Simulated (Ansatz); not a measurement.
**SiGe− (sextet): from Hartree-Fock to the top rungs, aug-cc-pVTZ**

How much of the correlation energy of SiGe− (sextet) does each wave-function method recover here?

Computed with Ansatz 0.2.0, Gaussian basis. Level: aug-cc-pVTZ, core rule «outside noble gas», up to 19 orbitals frozen.

To be run: UHF; CCSD(T) on ROHF; CCSD(T) on UHF; BCCD(T) on ROHF; CCSDT(Q) on ROHF; CCSDT(Q) on UHF; CASSCF and MRCISD+Q, 9 electrons in 8 orbitals; CASSCF and NEVPT2, 9 electrons in 8 orbitals.

5 further runs of the same task are left out: 5 set aside as unsound or not needed.

## 1. The geometry

The geometry is a PBE0/def2-TZVPD stationary point (not a proven minimum) of the parent state, kept for this charge and spin. No spin-orbit coupling is included. The filled d shell of Ge may be among the frozen orbitals whatever the setting's name suggests; the logs give the count.

2 atoms, charge -1, spin multiplicity 6.

Atoms are counted from 1 here; the program's logs count them from 0.

Bond lengths: Si1–Ge2 2.463 Å.

Coordinates:

```xyz
2

Si    0.0000    0.0000    0.0000
Ge    0.0000    0.0000    2.4635
```

## 2. UHF

in.yaml reads:

```yaml
crystal:
  periodic: [false, false, false]
  atoms:
    - {symbol: Si, position_ang: [0.000000, 0.000000, 0.000000]}
    - {symbol: Ge, position_ang: [0.000000, 0.000000, 2.463500]}
basis:
  gaussian: {orbitals: aug-cc-pVTZ}
total_charge: -1
magnetization: {spin_polarized: true, initial_magnetization: 5}
hamiltonian: {xc: hf}
output: {orbitals: {seedname: orbitals}}
```

Command:

```
> ansatz run in.yaml --threads 1 --pin off --events-out ev --progress --plain --max-ram 2816MiB --backend cpu
```

The runs that follow: CCSD(T) on ROHF; CCSD(T) on UHF; BCCD(T) on ROHF; CCSDT(Q) on ROHF; CCSDT(Q) on UHF; CASSCF and MRCISD+Q, 9 electrons in 8 orbitals; CASSCF and NEVPT2, 9 electrons in 8 orbitals.

Before running them: what should the planned runs give, taken together? Wanted: UCCSDT(Q) below the RHF energy; RMP2 from UCCSDT(Q); UMP2 from UCCSDT(Q); RCCSD from UCCSDT(Q); RCCSD(T) from UCCSDT(Q); UCCSD(T) from UCCSDT(Q); RCCSDT(Q) from UCCSDT(Q); NEVPT2 valence from UCCSDT(Q); MRCISD+Q valence from UCCSDT(Q).

The runs gave:

```
                         quantity                      value
   UCCSDT(Q) below the RHF energy                 -5.0980 eV
              RMP2 from UCCSDT(Q)                 +996.1 meV
              UMP2 from UCCSDT(Q)                +1007.2 meV
             RCCSD from UCCSDT(Q)                 +339.3 meV
          RCCSD(T) from UCCSDT(Q)                  +71.6 meV
          UCCSD(T) from UCCSDT(Q)                  +58.1 meV
         RCCSDT(Q) from UCCSDT(Q)                  +14.3 meV
    NEVPT2 valence from UCCSDT(Q)                +1069.2 meV
  MRCISD+Q valence from UCCSDT(Q)                 +103.5 meV
levels within 1 kcal/mol (43 meV)  RCCSDT, UCCSDT, RCCSDT(Q)
                    T1 diagnostic                      0.015
   effectively unpaired electrons                       5.01
```

In words: RCCSD(T) misses by +71.6 meV, 1.4 % of the correlation energy. One determinant dominates. Of the multireference levels listed MRCISD+Q valence comes nearest in total energy (+103.5 meV), which doesn't show that its space is the better one. These misses are within one basis, not against nature; the frozen cores of restricted and unrestricted runs differ, which can shift their rows.
